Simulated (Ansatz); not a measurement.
# CH2BFN− (SMILES [CH-]=NBF): a relaxation

Aim: see where a relaxation from this start ends.

Method: PBE-D4/def2-SVP; program: Ansatz 0.2.0, Gaussian basis.

1 further run of the same task is left out (it didn't finish).

**1. The starting structure**

The start, displaced at random: SMILES `[CH-]=NBF`, 6 atoms, charge -1, spin multiplicity 1.

Atoms are counted from 1 here; the program's logs count them from 0.

Bond lengths: C1–N2 1.396 Å, C1–H5 1.115 Å, N2–B3 1.125 Å, B3–F4 1.438 Å, B3–H6 1.244 Å. Angles: N2–C1–H5 122.4°, C1–N2–B3 174.3°, N2–B3–F4 124.4°, N2–B3–H6 134.3°, F4–B3–H6 101.3°.

Coordinates:

```xyz
6

C     0.06198    1.15434   -1.23966
N     0.16553    0.18655   -0.23839
B     0.15274   -0.55340    0.60924
F     0.28525   -1.97593    0.44824
H    -0.92122    1.51246   -1.62541
H     0.07930   -0.45490    1.84702
```

**2. The relaxation**

Contents of run/in.yaml:

```yaml
crystal:
  periodic: [false, false, false]
  atoms:
    - {symbol: C, position_ang: [0.061977, 1.154338, -1.239663]}
    - {symbol: N, position_ang: [0.165530, 0.186550, -0.238389]}
    - {symbol: B, position_ang: [0.152737, -0.553403, 0.609243]}
    - {symbol: F, position_ang: [0.285254, -1.975932, 0.448242]}
    - {symbol: H, position_ang: [-0.921224, 1.512455, -1.625414]}
    - {symbol: H, position_ang: [0.079302, -0.454896, 1.847022]}
basis:
  gaussian: {orbitals: def2-SVP}
total_charge: -1
hamiltonian: {xc: pbe, dispersion: d4}
relax: {f_tol: 0.002, max_steps: 30, max_displacement: 0.05}
```

Launch:

```bash
$ ansatz run in.yaml --threads 2 --pin off --events-out ev --progress --plain --max-ram 3481MiB
```

Before running it: what results should come out? Wanted: energy change; last largest force; RMSD from the start.

**Answer**, as computed:

```
           quantity        value
              steps           17
      energy change    -2.895 eV
 last largest force  0.0019 eV/Å
RMSD from the start      0.110 Å
```

It converged in 17 steps at a force tolerance of 0.002 eV/Å.
